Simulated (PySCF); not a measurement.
# C₈H₉NO: excited states, first hyperpolarisability

Wanted: excited states, first hyperpolarisability for C₈H₉NO (`CC(=O)c1ccc(N)cc1`).

Computed with PySCF 2.14.0 and routines of our own; the level stands in each step. Atoms count from 0.

### Step 1. The system as given

19 atoms, charge 0, multiplicity 1; geometry from: GFN2-xTB.

### Step 2. Relaxing the molecule at PBE0-D3(BJ)/def2-SVP

Job settings and geometry (Å):

```
{"job": {"xc": "PBE0", "basis": "def2-SVP", "d3": "d3bj", "grid": 2, "kind": "geom"}, "charge": 0, "multiplicity": 1}
C     -3.093159     0.625049    -0.020644
C     -2.159233    -0.519023    -0.349960
O     -2.584893    -1.567282    -0.791566
C     -0.719562    -0.302526    -0.117601
C      0.161007    -1.344764    -0.428301
C      1.516313    -1.213646    -0.249431
C      2.049706    -0.021402     0.252113
N      3.402930     0.143546     0.372630
C      1.173343     1.022245     0.569098
C     -0.183854     0.884544     0.387635
H     -2.837722     1.500683    -0.613312
H     -3.016209     0.881491     1.033577
H     -4.114452     0.326399    -0.243268
H     -0.257450    -2.262720    -0.813038
H      2.182390    -2.028260    -0.495134
H      3.738867     0.907079     0.934147
H      3.981871    -0.678223     0.348493
H      1.578428     1.945403     0.959476
H     -0.828123     1.710659     0.645895
```

On the command line:

```console
$ OMP_NUM_THREADS=1 python excited_run.py task.json out
```

The driver reads the jobs from task.json and runs them one after another.

What it wrote:

```text
step   0  E = -439.44789403  max force = 0.009654
step   1  E = -439.44935224  max force = 0.001829
step   2  E = -439.44936157  max force = 0.000840
step   3  E = -439.44936834  max force = 0.000814
step   4  E = -439.44937003  max force = 0.000382
optimisation converged
```

Run time: 88 s. Hardware: 1 thread of Arm Neoverse V1, shared host; peak memory 0.85 GiB.

Along the way:

```tsv
step	energy from step 0 (eV)	largest force component (eV/Å)
0	0.0000	0.4964
1	-0.0397	0.0941
2	-0.0399	0.0432
3	-0.0401	0.0419
4	-0.0402	0.0196
```

Distances of close pairs at the start and the end, largest changes first:

```tsv
bond	before (Å)	after (Å)	change (Å)
C0–H11	1.088	1.101	+0.013
C0–H10	1.088	1.101	+0.013
C9–H18	1.079	1.092	+0.013
C5–H14	1.081	1.094	+0.013
C4–H13	1.080	1.092	+0.013
C8–H17	1.081	1.093	+0.012
C5–C6	1.399	1.411	+0.011
C1–C3	1.474	1.485	+0.011
```

The end geometry stands in the next job.

```tsv
at the end point	value
point group (found at 0.08 Å tolerance)	C1
rotational constants (GHz, main isotopes)	3.659, 0.793, 0.655
dipole moment (D)	5.11
```

### Step 3. Excited states: TDA CAM-B3LYP/aug-cc-pVDZ

Job settings and geometry (Å):

```
{"job": {"kind": "states", "xc": "CAM-B3LYP", "basis": "aug-cc-pVDZ", "tda": true, "soc": true, "nstates": 6, "ntriplets": 5, "nquad": 4}, "charge": 0, "multiplicity": 1}
C     -3.136583     0.650004     0.141294
C     -2.191576    -0.482873    -0.188304
O     -2.615805    -1.536181    -0.619821
C     -0.737181    -0.274422     0.028648
C      0.143014    -1.322442    -0.283182
C      1.507681    -1.196534    -0.104343
C      2.056149     0.000419     0.401684
N      3.408560     0.144276     0.547463
C      1.177049     1.054389     0.717083
C     -0.189727     0.914184     0.531634
H     -2.895703     1.549386    -0.446340
H     -3.066315     0.924844     1.205256
H     -4.160539     0.329584    -0.084922
H     -0.289845    -2.246554    -0.672847
H      2.173828    -2.026183    -0.356852
H      3.751469     0.904261     1.116962
H      3.985100    -0.684658     0.535169
H      1.581762     1.991255     1.109082
H     -0.839354     1.753737     0.788691
```

With the program's defaults for keys left out, this is: TDA CAM-B3LYP/aug-cc-pVDZ excited states, vertical, gas phase, spin-orbit mean-field couplings.

What it wrote:

```text
coarse grid: 16416 points
cycle   1  E = -439.8860586063  dE =  2.077e+00  |g| = 8.505e-01  |ddm| = 6.593e+01
cycle   2  E = -439.6513477592  dE =  2.347e-01  |g| = 1.439e+00  |ddm| = 1.011e+01
cycle   3  E = -440.0468283611  dE = -3.955e-01  |g| = 1.238e-01  |ddm| = 5.426e+00
cycle   4  E = -440.0500231720  dE = -3.195e-03  |g| = 5.957e-02  |ddm| = 1.300e+00
cycle   5  E = -440.0508801954  dE = -8.570e-04  |g| = 1.666e-02  |ddm| = 6.175e-01
cycle   6  E = -440.0509504176  dE = -7.022e-05  |g| = 5.797e-03  |ddm| = 1.364e-01
cycle   7  E = -440.0509621873  dE = -1.177e-05  |g| = 1.851e-03  |ddm| = 4.420e-02
cycle   8  E = -440.0509634497  dE = -1.262e-06  |g| = 7.309e-04  |ddm| = 1.864e-02
final grid: 160216 points
cycle   9  E = -440.0797556048  dE = -3.137e-05  |g| = 4.079e-03  |ddm| = 1.105e+00
cycle  10  E = -440.0797566965  dE = -1.092e-06  |g| = 3.837e-03  |ddm| = 1.210e-01
cycle  11  E = -440.0797600645  dE = -3.368e-06  |g| = 7.996e-04  |ddm| = 3.388e-02
cycle  12  E = -440.0797601787  dE = -1.141e-07  |g| = 2.434e-04  |ddm| = 4.267e-03
cycle  13  E = -440.0797601906  dE = -1.190e-08  |g| = 8.849e-05  |ddm| = 3.167e-03
cycle  14  E = -440.0797601925  dE = -1.899e-09  |g| = 2.080e-05  |ddm| = 7.405e-04
cycle  15  E = -440.0797601926  dE = -1.659e-10  |g| = 9.579e-06  |ddm| = 3.020e-04
converged SCF energy = -440.0797601926

Singlet excitations
state   eV       nm        f     d(h-e)  d(exc)  Lambda  PR(NTO)  |dmu|/D   mu/D   main configurations
  1   4.1459   299.1   0.00018   1.070   2.696   0.400   1.005    2.882    2.373   H-1->L 0.83
  2   4.8624   255.0   0.02090   0.365   3.043   0.479   1.701    0.810    5.668   H->L+4 0.47, H-2->L 0.25, H->L+3 0.21
  3   4.9319   251.4   0.42869   0.741   3.717   0.623   1.199    1.614    5.939   H->L 0.84
  4   5.0295   246.5   0.08745   1.678   4.411   0.300   1.059    8.483    4.460   H->L+1 0.86
  5   5.6934   217.8   0.00175   1.454   4.954   0.202   1.063                     H->L+2 0.76
  6   5.8477   212.0   0.00284   0.521   4.921   0.355   1.063                     H->L+3 0.55, H->L+4 0.18, H->L+5 0.10

Triplet excitations (Tamm-Dancoff)
state   eV     d(h-e)  d(exc)  Lambda  PR(NTO)   main configurations
  1   3.3055   0.645   3.163   0.635   1.100   H->L 0.86
  2   3.6381   0.998   2.607   0.395   1.005   H-1->L 0.80
  3   4.0983   0.331   2.944   0.475   1.020   H->L+4 0.67, H->L+3 0.28
  4   4.5425   0.216   2.595   0.651   1.153   H-2->L+4 0.63, H-2->L+3 0.25
  5   4.7845   0.734   2.983   0.483   1.060   H-2->L 0.89
S1 - T1 = 0.8404 eV

Spin-orbit couplings |<S|Hso|T>| (cm-1)
             T1       T2       T3       T4       T5
S0        0.224   47.624    0.459    0.360    0.333
S1       15.115    0.146    0.172    2.592    3.954
S2        0.268    1.645    0.067    0.175    0.023
S3        1.052   12.295    0.162    0.078    0.189
S4        1.727    5.810    1.014    0.101    0.193
S5        2.884    0.602    1.113    0.132    0.129
S6        1.463    0.356    0.850    0.261    0.193
T1 sublevels (cm-1): 0.000 0.000 0.049   radiative rates (1/s): 0.0349 0.000525 0.627
```

Run time: 2.2 min. Hardware: 1 thread of Arm Neoverse V1, shared host; peak memory 1.4 GiB.

In short:

```tsv
quantity	value
S1 less T1	0.84 eV
```

The fields below are evaluated on a grid from the run's orbitals.

Frontier orbitals at CAM-B3LYP/aug-cc-pVDZ, with the share of their density that lies nearest to each atom:

```tsv
orbital	energy (eV)	lies on
HOMO	-7.38	C3 22 %; N7 21 %; C5, C6, C8 about 11 % each
LUMO	-0.17	C1 20 %; O2 15 %; C6 14 %
```

ELF in a plane through or near 17 of the atoms.

Values, 10 rows by 14 columns:
```
0.00 0.00 0.00 0.00 0.00 0.00 0.00 0.00 0.00 0.00 0.00 0.00 0.00 0.00
0.00 0.00 0.00 0.00 0.00 0.00 0.00 0.00 0.00 0.00 0.00 0.00 0.00 0.00
0.00 0.00 0.00 0.00 0.18 0.99 0.61 0.06 0.78 0.00 0.01 0.00 0.00 0.00
0.00 0.00 0.37 0.94 0.02 0.95 0.62 0.79 1.00 0.03 0.22 0.04 0.00 0.00
0.00 0.00 0.14 0.83 0.52 0.90 0.59 0.77 0.30 0.29 0.25 0.76 0.28 0.00
0.00 0.00 0.81 0.94 0.62 0.49 0.04 0.45 0.68 0.67 0.65 1.00 0.82 0.00
0.00 0.00 0.23 0.06 0.67 0.28 0.87 0.41 0.13 0.82 0.66 0.02 0.00 0.00
0.00 0.00 0.00 0.11 0.99 0.93 0.30 1.00 0.05 0.91 0.82 0.13 0.00 0.00
0.00 0.00 0.00 0.00 0.16 0.03 0.04 0.90 0.01 0.20 0.07 0.00 0.00 0.00
0.00 0.00 0.00 0.00 0.00 0.00 0.00 0.00 0.00 0.00 0.00 0.00 0.00 0.00
```
The map spans 13.5 Å across and 10.1 Å up, centred on the molecule. Atoms in the plane (x, y in Å): C0 (3.2, 0.4), C1 (2.2, -0.7), O2 (2.5, -1.9), C3 (0.7, -0.4), C4 (-0.2, -1.4), C5 (-1.6, -1.2), C6 (-2.1, 0.1), N7 (-3.4, 0.4), C8 (-1.2, 1.2), C9 (0.2, 0.9), H12 (4.2, 0.0), H13 (0.2, -2.5), H14 (-2.3, -2.0), H15 (-3.8, 1.3), H16 (-4.1, -0.4), H17 (-1.5, 2.2), H18 (0.9, 1.8).

On the surface of density 0.002 e/bohr³ the electrostatic potential runs, from the 1st to the 99th percentile, from -1.94 V near O2 to 2.15 V near H15.

### Step 4. Excited states: TDDFT CAM-B3LYP/aug-cc-pVDZ

Settings changed since step 3:

```diff
@@ -1,2 +1,2 @@
-{"job": {"kind": "states", "xc": "CAM-B3LYP", "basis": "aug-cc-pVDZ", "tda": true, "soc": true, "nstates": 6, "ntriplets": 5, "nquad": 4}, "charge": 0, "multiplicity": 1}
+{"job": {"kind": "states", "xc": "CAM-B3LYP", "basis": "aug-cc-pVDZ", "tpa": true, "nstates": 8, "nquad": 6, "ntriplets": 0}, "charge": 0, "multiplicity": 1}
 C     -3.136583     0.650004     0.141294
```

With the program's defaults for keys left out, this is: TDDFT CAM-B3LYP/aug-cc-pVDZ excited states, vertical, gas phase, two-photon moments by quadratic response.

What it wrote:

```text
coarse grid: 16416 points
cycle   1  E = -439.8860586063  dE =  2.077e+00  |g| = 8.505e-01  |ddm| = 6.593e+01
cycle   2  E = -439.6513477592  dE =  2.347e-01  |g| = 1.439e+00  |ddm| = 1.011e+01
cycle   3  E = -440.0468283611  dE = -3.955e-01  |g| = 1.238e-01  |ddm| = 5.426e+00
cycle   4  E = -440.0500231720  dE = -3.195e-03  |g| = 5.957e-02  |ddm| = 1.300e+00
cycle   5  E = -440.0508801954  dE = -8.570e-04  |g| = 1.666e-02  |ddm| = 6.175e-01
cycle   6  E = -440.0509504176  dE = -7.022e-05  |g| = 5.797e-03  |ddm| = 1.364e-01
cycle   7  E = -440.0509621873  dE = -1.177e-05  |g| = 1.851e-03  |ddm| = 4.420e-02
cycle   8  E = -440.0509634497  dE = -1.262e-06  |g| = 7.309e-04  |ddm| = 1.864e-02
final grid: 160216 points
cycle   9  E = -440.0797556048  dE = -3.137e-05  |g| = 4.079e-03  |ddm| = 1.105e+00
cycle  10  E = -440.0797566965  dE = -1.092e-06  |g| = 3.837e-03  |ddm| = 1.210e-01
cycle  11  E = -440.0797600645  dE = -3.368e-06  |g| = 7.996e-04  |ddm| = 3.388e-02
cycle  12  E = -440.0797601787  dE = -1.141e-07  |g| = 2.434e-04  |ddm| = 4.267e-03
cycle  13  E = -440.0797601906  dE = -1.190e-08  |g| = 8.849e-05  |ddm| = 3.167e-03
cycle  14  E = -440.0797601925  dE = -1.899e-09  |g| = 2.080e-05  |ddm| = 7.405e-04
cycle  15  E = -440.0797601926  dE = -1.659e-10  |g| = 9.579e-06  |ddm| = 3.020e-04
converged SCF energy = -440.0797601926

Singlet excitations
state   eV       nm        f     d(h-e)  d(exc)  Lambda  PR(NTO)  |dmu|/D   mu/D   delta(TPA)   sigma/GM   main configurations
  1   4.1194   301.0   0.00017   1.073   2.704   0.400   1.007    2.896    2.359        0.16      0.001   H-1->L 0.83
  2   4.7300   262.1   0.40447   1.195   3.503   0.639   1.237    3.375    8.063      840.08      6.886   H->L 0.91
  3   4.7839   259.2   0.02151   0.347   3.015   0.479   1.689    0.927    5.777       13.69      0.115   H->L+4 0.50, H->L+3 0.22, H-2->L 0.20
  4   5.0130   247.3   0.01008   2.304   4.546   0.279   1.022   10.899    6.716      121.18      1.116   H->L+1 0.90
  5   5.6901   217.9   0.00282   1.445   4.939   0.204   1.080    6.399    2.989       11.36      0.135   H->L+2 0.75
  6   5.8401   212.3   0.01767   0.335   4.808   0.353   1.227    2.262    4.238       17.51      0.219   H->L+3 0.57, H->L+5 0.09, H->L+4 0.09
  7   5.9084   209.8   0.14466   0.923   3.592   0.488   1.900                                            H-2->L 0.64, H->L+4 0.29
  8   6.3656   194.8   0.00005   2.962   3.979   0.163   1.006                                            H-1->L+4 0.68, H-1->L+3 0.29
```

It took 2.5 min on 1 thread of Arm Neoverse V1, shared host; peak memory 1.4 GiB.

### Step 5. First hyperpolarisability: quadratic response CAM-B3LYP/aug-cc-pVDZ

Settings changed since step 4:

```diff
@@ -1,2 +1,2 @@
-{"job": {"kind": "states", "xc": "CAM-B3LYP", "basis": "aug-cc-pVDZ", "tpa": true, "nstates": 8, "nquad": 6, "ntriplets": 0}, "charge": 0, "multiplicity": 1}
+{"job": {"kind": "beta", "xc": "CAM-B3LYP", "basis": "aug-cc-pVDZ"}, "charge": 0, "multiplicity": 1}
 C     -3.136583     0.650004     0.141294
```

Level: quadratic response CAM-B3LYP/aug-cc-pVDZ first hyperpolarisability, Taylor convention, gas phase.

What it wrote:

```text
coarse grid: 16416 points
cycle   1  E = -439.8860586063  dE =  2.077e+00  |g| = 8.505e-01  |ddm| = 6.593e+01
cycle   2  E = -439.6513477592  dE =  2.347e-01  |g| = 1.439e+00  |ddm| = 1.011e+01
cycle   3  E = -440.0468283611  dE = -3.955e-01  |g| = 1.238e-01  |ddm| = 5.426e+00
cycle   4  E = -440.0500231720  dE = -3.195e-03  |g| = 5.957e-02  |ddm| = 1.300e+00
cycle   5  E = -440.0508801954  dE = -8.570e-04  |g| = 1.666e-02  |ddm| = 6.175e-01
cycle   6  E = -440.0509504176  dE = -7.022e-05  |g| = 5.797e-03  |ddm| = 1.364e-01
cycle   7  E = -440.0509621873  dE = -1.177e-05  |g| = 1.851e-03  |ddm| = 4.420e-02
cycle   8  E = -440.0509634497  dE = -1.262e-06  |g| = 7.309e-04  |ddm| = 1.864e-02
final grid: 160216 points
cycle   9  E = -440.0797556048  dE = -3.137e-05  |g| = 4.079e-03  |ddm| = 1.105e+00
cycle  10  E = -440.0797566965  dE = -1.092e-06  |g| = 3.837e-03  |ddm| = 1.210e-01
cycle  11  E = -440.0797600645  dE = -3.368e-06  |g| = 7.996e-04  |ddm| = 3.388e-02
cycle  12  E = -440.0797601787  dE = -1.141e-07  |g| = 2.434e-04  |ddm| = 4.267e-03
cycle  13  E = -440.0797601906  dE = -1.190e-08  |g| = 8.849e-05  |ddm| = 3.167e-03
cycle  14  E = -440.0797601925  dE = -1.899e-09  |g| = 2.080e-05  |ddm| = 7.405e-04
cycle  15  E = -440.0797601926  dE = -1.659e-10  |g| = 9.579e-06  |ddm| = 3.020e-04
converged SCF energy = -440.0797601926

Lowest singlets (eV, f): 4.1194 0.0002  4.7300 0.4045  4.7839 0.0215

First hyperpolarisability (au)
process     nm      |vector|   parallel      HRS      DR
static         -     1032.85     508.95     460.66   4.027
shg       1907.0     1148.48     568.36     509.75   4.089
eope      1907.0     1069.30     527.67          -       -
shg       1064.0     1490.44     744.48     654.44   4.236
eope      1064.0     1157.38     572.93          -       -
```

Wall time 1.9 min (1 thread of Arm Neoverse V1, shared host); peak memory 1.4 GiB.

### Step 6. Summary of results

| quantity | value |
| --- | --- |
| point group | C1 |
| rotational constants (main isotopes) | 3.66, 0.79, 0.65 GHz |
| S1 less T1 (step 3, TDA CAM-B3LYP/aug-cc-pVDZ) | 0.84 eV |
| surface potential, 1st and 99th percentile | -1.94 V and 2.15 V |
| β vector (step 5, quadratic response CAM-B3LYP/aug-cc-pVDZ) | static 1033, SHG 1907.0 nm 1148, SHG 1064.0 nm 1490 au |

In words: Over 4 steps the energy fell by 0.040 eV; of the close pairs, C0–H11 changed most, 1.088 to 1.101 Å. No frequency check was run at this level, so the end point may be a saddle. In step 3, the number of triplets below S1 is 3, and the largest singlet-triplet spin-orbit coupling is S0–T2, 47.62 cm⁻¹. β grows from 1033 au (static) to 1490 au for doubling at 1064.0 nm: normal dispersion, which grows as twice the photon energy moves toward the bright states.
